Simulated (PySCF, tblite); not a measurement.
# C₆H₃ClF radical: geometry, infrared bands and EPR parameters

Wanted: the infrared bands and EPR parameters of C₆H₃ClF radical (`Fc1[c]cccc1Cl`), by calculation.

Programs: tblite 0.8.0 and PySCF 2.14.0, with density-fitted response routines of our own. Each step states its level of theory. These are calculated values for one molecule in the gas phase, unless marked as measured. Atoms count from 0, in the outputs and in this text.

**1. The molecule as given**

11 atoms, charge 0, multiplicity 2; geometry from: force field or distance geometry start.

Bonds of the start (Å): F0–C1 1.36, C1–C2 1.38, C2–C3 1.41, C3–C4 1.39, C4–C5 1.39, C5–C6 1.40, C6–Cl7 1.73, C6–C1 1.39, C3–H8 1.09, C4–H9 1.09, C5–H10 1.09.

**2. Geometry optimisation with GFN2-xTB**

The job: settings as JSON, then the geometry in Å.

```
{"job": {"kind": "relax", "xc": "GFN2-xTB", "basis": "xTB"}, "charge": 0, "multiplicity": 2}
F      2.335800    -1.569300    -0.074800
C      1.154300    -0.902900    -0.048400
C     -0.014700    -1.643300    -0.010000
C     -1.249700    -0.967100     0.014900
C     -1.288900     0.419300     0.042300
C     -0.103000     1.152400     0.006700
C      1.128200     0.488500    -0.031200
Cl     2.592900     1.403400    -0.054400
H     -2.165500    -1.553800     0.044300
H     -2.248400     0.937400     0.068000
H     -0.135700     2.237900     0.016700
```

Run with:

```sh
$ OMP_NUM_THREADS=1 python probes_run.py task.json out
```

This one command runs all jobs of the session in turn.

**Question.** This job is followed by: GFN2-xTB harmonic vibrations, gas phase; UKS B3LYP, pcH-1 on C Cl F H, non-relativistic, mean-field spin-orbit, GIAO. Predict these results of the whole session: strongest single infrared mode (GFN2-xTB); zero-point energy (GFN2-xTB); g(iso) (B3LYP); ⟨S²⟩; largest a(iso); potential on the surface of density 0.002 e/bohr³, 1st and 99th percentile.

As calculated:

```
                                                                  quantity                 value
                                 strongest single infrared mode (GFN2-xTB)  1432 cm⁻¹, 94 km/mol
                                              zero-point energy (GFN2-xTB)         42.2 kcal/mol
                                                            g(iso) (B3LYP)               2.00239
                                                                      ⟨S²⟩    0.757 (exact 0.75)
                                                            largest a(iso)  13C on C2, 405.1 MHz
potential on the surface of density 0.002 e/bohr³, 1st and 99th percentile    -0.76 V and 1.27 V
```

**Reading.** Relaxing lowered the energy by 0.124 eV in 14 steps; the close pair that moved most is C2–C3, from 1.408 to 1.361 Å. All 27 modes are real, so the xTB geometry is a minimum. The strongest single mode, at 1432 cm⁻¹, is spread over many atoms; the largest shares are those of C5, C1. GFN2-xTB is a fitted tight-binding method: band positions and strengths are rough. Its intensities can rank the bands wrongly. Most of the unpaired spin sits on C2 (1.00 e). The isotropic g lies 0.1 ppt above the free-electron value. The conformer search found further structures of the same energy, which may be mirror or relabelled copies of this one.
